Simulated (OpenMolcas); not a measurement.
**Ti²⁺ among point charges: CASSCF and CASPT2 levels and susceptibility**

Aim: the splitting of the states of Ti²⁺ in the field of 4 point charges, its lowest levels with spin-orbit coupling and its magnetic susceptibility.

The numbers are computed with OpenMolcas 26.06 (state-averaged CASSCF and CASPT2, spin-orbit coupling by RASSI with atomic mean-field integrals), except any that are marked as measured or tabulated.

## (1) The system

```
Species                           : Ti²⁺ (titanium, Z = 22, 20 electrons)
Basis                             : ANO-RCC-VDZP [5s4p2d1f], 34 functions
Scalar Hamiltonian                : DKH2, point nucleus
Inactive shells                   : 1s 2s 2p 3s 3p
Active space                      : 2 electrons in 5 orbitals (3d)
Some configurations of this space : 3d2
Orbitals                          : optimised for each spin and parity, averaged over all roots
```

The outer shells:

3d2
```
3d [↑ ][↑ ][  ][  ][  ]
```

The ion sits among 4 point charges of -1 e arranged as a tetrahedron (Td), 1.68 Å from the ion.

The work runs as a chain of OpenMolcas steps in one folder; each step below is one input file. Labels, J, g values, rates, χT and fits are worked out afterwards by a script from the matrices that RASSI stores.

## (2) One- and two-electron integrals

The input, a.inp:

```
&GATEWAY
Coord
1

Ti 0.0 0.0 0.0
Basis=ANO-RCC-VDZP
Group=NoSym
NoMove
AngMom=0.0 0.0 0.0
AMFI
XField
4 Angstrom 0
0.969948 0.969948 0.969948 -1.000000
0.969948 -0.969948 -0.969948 -1.000000
-0.969948 0.969948 -0.969948 -1.000000
-0.969948 -0.969948 0.969948 -1.000000
&SEWARD
```

Command:

```console
$ OMP_NUM_THREADS=1 MOLCAS_MEM=1689 MOLCAS_PROJECT=a pymolcas a.inp > a.log
```

The program printed:

```text
Basis set label: TI.ANO-RCC...5S4P2D1F.

      Electronic valence basis set:
      ------------------
      Associated Effective Charge  22.000000 au
      Associated Actual Charge     22.000000 au
      Nuclear Model: Point charge

      Shell  nPrim  nBasis  Cartesian Spherical Contaminant
         s      21       5        X
         p      15       4        X
         d      10       2                 X
         f       6       1                 X
                  Relativistic Douglas-Kroll-Hess integrals:
                    - DKH order of Hamiltonian: 2
                    - DKH order of Properties : 0
                  Atomic mean-field integrals
```

## (3) Reference wave functions, triplets, 10 roots

The input, a.inp:

```
&RASSCF
FileOrb=start.orb
Symmetry=1
Spin=3
nActEl=2 0 0
Inactive=9
Ras2=5
CIRoot=10 10 1
SDav=10
CIMx=300
Iter=120 100
PrWF=0.3
OrbListing=Nothing
MaxOrb=0
>>> COPY $Project.JobIph JOB001
```

start.orb holds the contracted functions of the basis, ordered by shell, or the orbitals of the step before.

The program printed, shortened:

```text
[...]
      Number of active orbitals                  5
[...]
      Spin quantum number                      1.0
[...]
      Active orbitals                            5
[...]
      Number of CSFs                            10
      Number of root(s) required                10
[...]
      Convergence after 12 iterations
[...]
      Natural orbitals and occupation numbers for root  1
      sym 1:   0.000000   0.000000   1.000000  -0.000000   1.000000
      Natural orbitals and occupation numbers for root  2
      sym 1:   0.000000   0.277022   0.277022   0.722978   0.722978
      Natural orbitals and occupation numbers for root  3
      sym 1:   0.000000   0.718651   0.281349   0.281349   0.718651
::    RASSCF root number  1 Total energy:   -854.62476345
::    RASSCF root number  2 Total energy:   -854.60902670
::    RASSCF root number  3 Total energy:   -854.60902670
[...]
::    RASSCF root number  7 Total energy:   -854.59742694
::    RASSCF root number  8 Total energy:   -854.55412689
::    RASSCF root number  9 Total energy:   -854.55412689
::    RASSCF root number 10 Total energy:   -854.55412689
```

## (4) CASSCF: singlets, 15 roots

The input, a.inp:

```
&RASSCF
FileOrb=start.orb
Symmetry=1
Spin=1
nActEl=2 0 0
Inactive=9
Ras2=5
CIRoot=15 15 1
SDav=15
CIMx=300
Iter=120 100
PrWF=0.3
OrbListing=Nothing
MaxOrb=0
>>> COPY $Project.JobIph JOB002
```

The program printed, shortened:

```text
[...]
      Number of active orbitals                  5
[...]
      Spin quantum number                      0.0
[...]
      Active orbitals                            5
[...]
      Number of CSFs                            15
      Number of root(s) required                15
[...]
      Convergence after 10 iterations
[...]
      Natural orbitals and occupation numbers for root  1
      sym 1:   0.196749   0.032395   0.850692   0.069473   0.850692
      Natural orbitals and occupation numbers for root  2
      sym 1:   0.002329   0.166682   0.850692   0.129605   0.850692
      Natural orbitals and occupation numbers for root  3
      sym 1:   0.290093   0.710518   0.000052   0.284875   0.714463
::    RASSCF root number  1 Total energy:   -854.57356485
::    RASSCF root number  2 Total energy:   -854.57356485
::    RASSCF root number  3 Total energy:   -854.55761221
[...]
::    RASSCF root number 12 Total energy:   -854.52806675
::    RASSCF root number 13 Total energy:   -854.52806675
::    RASSCF root number 14 Total energy:   -854.52806675
::    RASSCF root number 15 Total energy:   -854.43690680
```

## (5) RASSI: spin-orbit coupling between the states

The input, a.inp:

```
&RASSI
NrOfJobIphs=2 10 15
1 2 3 4 5 6 7 8 9 10
1 2 3 4 5 6 7 8 9 10 11 12 13 14 15
IphNames
JOB001
JOB002
EJob
SpinOrbit
DIPRint=1.0
SOCoupling=1000.0
Subsets=2
Property=9
'ANGMOM' 1 'ANGMOM' 2 'ANGMOM' 3 'MLTPL  1' 1 'MLTPL  1' 2 'MLTPL  1' 3
'AMFI' 1 'AMFI' 2 'AMFI' 3
SOProperty=3
'ANGMOM' 1 'ANGMOM' 2 'ANGMOM' 3
```

The program printed, shortened:

```text
SPIN-FREE ENERGIES:
  (Shifted by EMIN (a.u.) =       -854.6247634544)
 SF State       Relative EMIN(au)   Rel lowest level(eV)    D:o, cm**(-1)      L_eff
     1             0.0000000000        0.0000000000              0.0000         2.9
     2             0.0157367575        0.4282189867           3453.8191         2.8
     3             0.0157367575        0.4282189867           3453.8191         2.8
     4             0.0157367575        0.4282189867           3453.8191         2.8
     5             0.0273365122        0.7438643920           5999.6709         2.8
     6             0.0273365122        0.7438643920           5999.6709         2.8
     7             0.0273365122        0.7438643920           5999.6709         2.8
    11             0.0511986025        1.3931849471          11236.7944         2.1
    12             0.0511986025        1.3931849471          11236.7944         2.1
    13             0.0671512481        1.8272785490          14737.9954         2.1
[...]
Eigenvalues of complex Hamiltonian:
   -----------------------------------
  (Shifted by EMIN (a.u.) =       -854.6247634544)
 SO State       Relative EMIN(au)   Rel lowest level(eV)    D:o, cm**(-1)     J-value
     1            -0.0000374034        0.0000000000              0.0000         2.5
     2            -0.0000374034        0.0000000000              0.0000         2.4
     3            -0.0000374034        0.0000000000              0.0000         2.4
     4             0.0155374422        0.4238131404           3418.2835         2.3
     5             0.0156457145        0.4267593802           3442.0465         2.4
     6             0.0156457145        0.4267593802           3442.0465         2.4
     7             0.0156457145        0.4267593802           3442.0465         2.5
     8             0.0157666461        0.4300500961           3468.5879         2.6
     9             0.0157666461        0.4300500961           3468.5879         2.4
    10             0.0158171376        0.4314240397           3479.6695         2.6
    11             0.0158171376        0.4314240397           3479.6695         2.6
[...]
```

These steps: 4.7 s of run time, 1 thread, shared host.

Spin-free states, with their symmetry labels:

| state | degeneracy | E (cm-1) | free-ion L (%) |
| --- | --- | --- | --- |
| 3A2 | 1 | 0 | F (100) |
| 3T2 | 3 | 3454 | F (100) |
| 3T1 | 3 | 6000 | F (98) |
| 1E | 2 | 11237 | D (87) |
| 1T2 | 3 | 14738 | D (89) |
| 3T1 | 3 | 15503 | P (98) |
| 1A1 | 1 | 17767 | G (99) |
| 1T1 | 3 | 18058 | G (100) |
| 1E | 2 | 19020 | G (87) |
| 1T2 | 3 | 21222 | G (89) |
| 1A1 | 1 | 41230 | S (99) |

With spin-orbit coupling:

```
E (cm-1)  Degeneracy  Label  2S+1
     0.0           3     T2     3
    3418           1     A2     3
    3442           3     T2     3
    3469           2      E     3
    3480           3     T1     3
    5936           3     T2     3
    5942           2      E     3
    6087           3     T1     3
    6159           1     A1     3
   11245           2      E     1
   14723           3     T2     1
   15401           1     A1     3
   15457           3     T1     3
   15569           2      E     3
   15590           3     T2     3
   17776           1     A1     1
   18067           3     T1     1
   19030           2            1
   21232           3            1
   41240           1     A1     1
```

Powder χT (cm³ K/mol): 0.88 at 2 K, 0.88 at 5 K, 0.88 at 10 K, 0.89 at 20 K, 0.91 at 50 K, 0.93 at 100 K, 0.96 at 150 K, 0.99 at 200 K, 1.02 at 250 K, 1.05 at 300 K.

## (6) CASPT2: IPEA 0.25, imaginary shift 0.1 (closed shells correlated: 3s 3p)

The input, a.inp:

```
>>> COPY JOB001 $Project.JobIph
&CASPT2
Multistate=10 1 2 3 4 5 6 7 8 9 10
NoMult
Frozen=5
IPEA=0.25
Imaginary=0.1
MaxIter=60
WThr=0.0 0.3 0.05
PrWF=0.5
NoMix
>>> COPY JOB002 $Project.JobIph
&CASPT2
Multistate=15 1 2 3 4 5 6 7 8 9 10 11 12 13 14 15
NoMult
Frozen=5
IPEA=0.25
Imaginary=0.1
MaxIter=60
WThr=0.0 0.3 0.05
PrWF=0.5
NoMix
```

Command:

```console
$ OMP_NUM_THREADS=1 MOLCAS_MEM=1689 MOLCAS_PROJECT=a pymolcas a.inp > a.log
```

The program printed:

```text
Orbital specifications:
      -----------------------

      Symmetry species                           1
                                                 a
      Frozen orbitals                            5
      Inactive orbitals                          4
      Active orbitals                            5
      Secondary orbitals                        20
      Deleted orbitals                           0
      Number of basis functions                 34
Type of calculation                        SS-CASPT2
      Fock operator                              state-specific
      IPEA shift                                 0.25
      Real shift                                 0.00
      Imaginary shift                            0.10
      The input orbitals will be transformed to quasi-canonical
Reference energy:        -854.6247634544
      E2 (Non-variational):      -0.2325946964
      Shift correction:          -0.0001147927
      E2 (Variational):          -0.2327094891
      Total energy:            -854.8574729435
      Residual norm:              0.0000006442
      Reference weight:           0.95435
      Contributions to the CASPT2 correlation energy
      Active & Virtual Only:         -0.0053823042
      One Inactive Excited:          -0.0756466022
      Two Inactive Excited:          -0.1515657900
Reference energy:        -854.6090266969
      E2 (Non-variational):      -0.2388884492
      Shift correction:          -0.0005505324
      E2 (Variational):          -0.2394389817
      Total energy:            -854.8484656786
      Residual norm:              0.0000004775
      Reference weight:           0.94554
      Contributions to the CASPT2 correlation energy
      Active & Virtual Only:         -0.0084627358
      One Inactive Excited:          -0.0768775962
      Two Inactive Excited:          -0.1535481173
::    CASPT2 Root  1     Total energy:   -854.85747294
::    CASPT2 Root  2     Total energy:   -854.84846568
::    CASPT2 Root  3     Total energy:   -854.84851844
::    CASPT2 Root  4     Total energy:   -854.84589397
::    CASPT2 Root  5     Total energy:   -854.83974541
::    CASPT2 Root  6     Total energy:   -854.83827106
::    CASPT2 Root  7     Total energy:   -854.83876120
::    CASPT2 Root  8     Total energy:   -854.80211537
::    CASPT2 Root  9     Total energy:   -854.80256721
::    CASPT2 Root 10     Total energy:   -854.80235116
Orbital specifications:
      -----------------------

      Symmetry species                           1
                                                 a
      Frozen orbitals                            5
      Inactive orbitals                          4
      Active orbitals                            5
      Secondary orbitals                        20
      Deleted orbitals                           0
      Number of basis functions                 34
Type of calculation                        SS-CASPT2
      Fock operator                              state-specific
      IPEA shift                                 0.25
      Real shift                                 0.00
      Imaginary shift                            0.10
      The input orbitals will be transformed to quasi-canonical
Reference energy:        -854.5735648519
      E2 (Non-variational):      -0.2456028380
      Shift correction:          -0.0000792800
      E2 (Variational):          -0.2456821180
      Total energy:            -854.8192469700
      Residual norm:              0.0000001663
      Reference weight:           0.94632
      Contributions to the CASPT2 correlation energy
      Active & Virtual Only:         -0.0126076133
      One Inactive Excited:          -0.0755913635
      Two Inactive Excited:          -0.1574038612
Reference energy:        -854.5735648519
      E2 (Non-variational):      -0.2456798351
      Shift correction:          -0.0000793563
      E2 (Variational):          -0.2457591914
      Total energy:            -854.8193240434
      Residual norm:              0.0000001559
      Reference weight:           0.94629
      Contributions to the CASPT2 correlation energy
      Active & Virtual Only:         -0.0126075799
      One Inactive Excited:          -0.0755929938
      Two Inactive Excited:          -0.1574792615
::    CASPT2 Root  1     Total energy:   -854.81924697
::    CASPT2 Root  2     Total energy:   -854.81932404
::    CASPT2 Root  3     Total energy:   -854.81606452
::    CASPT2 Root  4     Total energy:   -854.81629699
::    CASPT2 Root  5     Total energy:   -854.81117268
::    CASPT2 Root  6     Total energy:   -854.79330932
::    CASPT2 Root  7     Total energy:   -854.78801662
::    CASPT2 Root  8     Total energy:   -854.78926726
::    CASPT2 Root  9     Total energy:   -854.78926863
::    CASPT2 Root 10     Total energy:   -854.78676791
::    CASPT2 Root 11     Total energy:   -854.78671162
::    CASPT2 Root 12     Total energy:   -854.78664462
::    CASPT2 Root 13     Total energy:   -854.78757337
::    CASPT2 Root 14     Total energy:   -854.78715477
::    CASPT2 Root 15     Total energy:   -854.73390088
```

This run took 2.2 s in all on 1 thread, shared host.

SS-CASPT2: lowest energy less the reference's lowest, -0.2327 hartree; reference weights 0.850 to 0.954, a spread that points to intruder states, a small active space or orbitals unfit for some roots.

States without spin-orbit coupling:

| state | degeneracy | E (cm-1) | free-ion L (%) |
| --- | --- | --- | --- |
| 3A2 | 1 | 0 | F (100) |
| 3T2 | 3 | 2161 | F (100) |
| 3T1 | 3 | 4071 | F (98) |
| 1E | 2 | 8381 | D (87) |
| 1T2 | 3 | 9429 | D (89) |
| 3T1 | 3 | 12099 | P (98) |
| 1A1 | 1 | 14082 | G (99) |
| 1T1 | 3 | 15061 | G (100) |
| 1T2 | 3 | 15440 | G (89) |
| 1E | 2 | 15524 | G (87) |
| 1A1 | 1 | 27121 | S (99) |

With spin-orbit coupling:

```csv
E (cm-1),Degeneracy,Label,2S+1
0,3,T2,3
2130,1,A2,3
2160,3,T2,3
2180,2,E,3
2190,3,T1,3
4010,3,T2,3
4020,2,E,3
4160,3,T1,3
4230,1,A1,3
8390,2,E,1
9440,3,T2,1
12000,1,A1,3
12060,3,T1,3
12170,2,E,3
12170,3,T2,3
14100,1,A1,1
15070,3,T1,1
15450,3,,1
15540,2,,1
27140,1,A1,1
```

Powder χT (cm³ K/mol): 0.81 at 2 K, 0.81 at 5 K, 0.81 at 10 K, 0.82 at 20 K, 0.85 at 50 K, 0.90 at 100 K, 0.94 at 150 K, 0.98 at 200 K, 1.03 at 250 K, 1.07 at 300 K.

## (7) The methods side by side

A. CASSCF
B. SS-CASPT2, IPEA 0.25, imaginary shift 0.1 (closed shells correlated: 3s 3p)

| method | ground state | first state of that spin (cm-1) | first gap with spin-orbit (cm-1) | χT at 300 K |
| --- | --- | --- | --- | --- |
| A | 3A2 | 3T2 3454 | 3418.3 | 1.05 |
| B | 3A2 | 3T2 2161 | 2130.5 | 1.07 |

## (8) Summary of results

| quantity | value |
| --- | --- |
| method | SS-CASPT2, IPEA 0.25, imaginary shift 0.1 (closed shells correlated: 3s 3p) |
| spin-free ground state | 3A2, 1-fold in its orbital part |
| first state of the same spin within the active space | 3T2 at 2160 cm⁻¹ |
| lowest level | 3-fold T2 |
| next level | 2130.5 cm⁻¹ |
| χT at 300 K | 1.07 cm³ K/mol |
| effective moment at 300 K | 2.93 μB |

Cost by method:

| method | time of its own steps | time with the reference |
| --- | --- | --- |
| A. CASSCF | 4.7 s | 4.7 s |
| B. SS-CASPT2, IPEA 0.25, imaginary shift 0.1, +3s 3p | 2.2 s | 6.9 s |

Times are of one thread on a shared host.

What this shows: The spin-free ground state (3A2) comes to 100 % from free-ion F terms and keeps the highest spin of the shell. χT at 300 K is 1.07, against 1.00 cm³ K/mol for the spin alone; near agreement at one temperature doesn't show that the orbital moment is quenched. CASPT2 does not keep the components of a term degenerate, and the means are used. Reference weights range from 0.85 to 0.95, which points to intruder states or a small active space for some roots. The field of point charges can differ much from that of real complexes. This is an electrostatic model: the charges have no orbitals.
